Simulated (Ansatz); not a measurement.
# Sc2ICl: the cost of one run

Method: DFT PBE, scalar-relativistic, plane waves, PAW, in Ansatz 0.2.0.

## Step 1: The structure to begin with

It takes space group P4/mmm (No. 123, tetragonal). Conventional cell: a = 4.111 Å, b = 4.111 Å, c = 5.814 Å, α = 90.00°, β = 90.00°, γ = 90.00°. Around Sc (site symmetry 4/mmm) lie 2 Cl at 2.91 Å and 4 I at 2.91 Å. Sc (site symmetry 4/mmm) is surrounded by 2 I at 2.91 Å and 4 Cl at 2.91 Å. I (site symmetry 4/mmm) has 6 Sc at 2.91 Å as nearest neighbours. Cl (site symmetry 4/mmm) has 6 Sc at 2.91 Å as nearest neighbours.

Structure file:

```
Sc I Cl
1.0
     4.11112    0.00000    0.00000
     0.00000    4.11112    0.00000
     0.00000    0.00000    5.81400
Sc I Cl
2 1 1
Direct
  0.00000 0.00000 0.00000
  0.50000 0.50000 0.50000
  0.50000 0.50000 0.00000
  0.00000 0.00000 0.50000
```

Recipe of the guess: ordered mixture on the anion sites of rock salt (P4/mmm, No. 123). Lengths come from tabulated atomic sizes and are only a guess.

## Step 2: The guess as it stands, on a coarse mesh

Input file input.yaml:

```yaml
crystal:
  lattice:
    - [4.11111883, 0.0, 0.0]
    - [0.0, 4.11111883, 0.0]
    - [0.0, 0.0, 5.814]
  atoms:
    - { symbol: Sc, position: [0.0, 0.0, 0.0] }
    - { symbol: Sc, position: [0.5, 0.5, 0.5] }
    - { symbol: I, position: [0.5, 0.5, 0.0] }
    - { symbol: Cl, position: [0.0, 0.0, 0.5] }
basis:
  ecutwfc: 420
kpoints:
  mp_grid: { grid: [4, 4, 4] }
hamiltonian:
  xc: pbe
scf:
  occupations: { method: gaussian, width: 0.1 }
  lower_state_search: "off"
output:
  forces: true
  stress: true
  eigenvalues: true
```

Started as:

```console
ansatz run input.yaml --threads 1 --pin off --max-ram 2048MiB --backend cpu --events-out ev --progress --plain --runs-dir out
```

Q: Estimate wall time and peak memory on 1 thread of Arm Neoverse V2, shared host.

About 3.7 s, with a peak of 0.37 GiB.
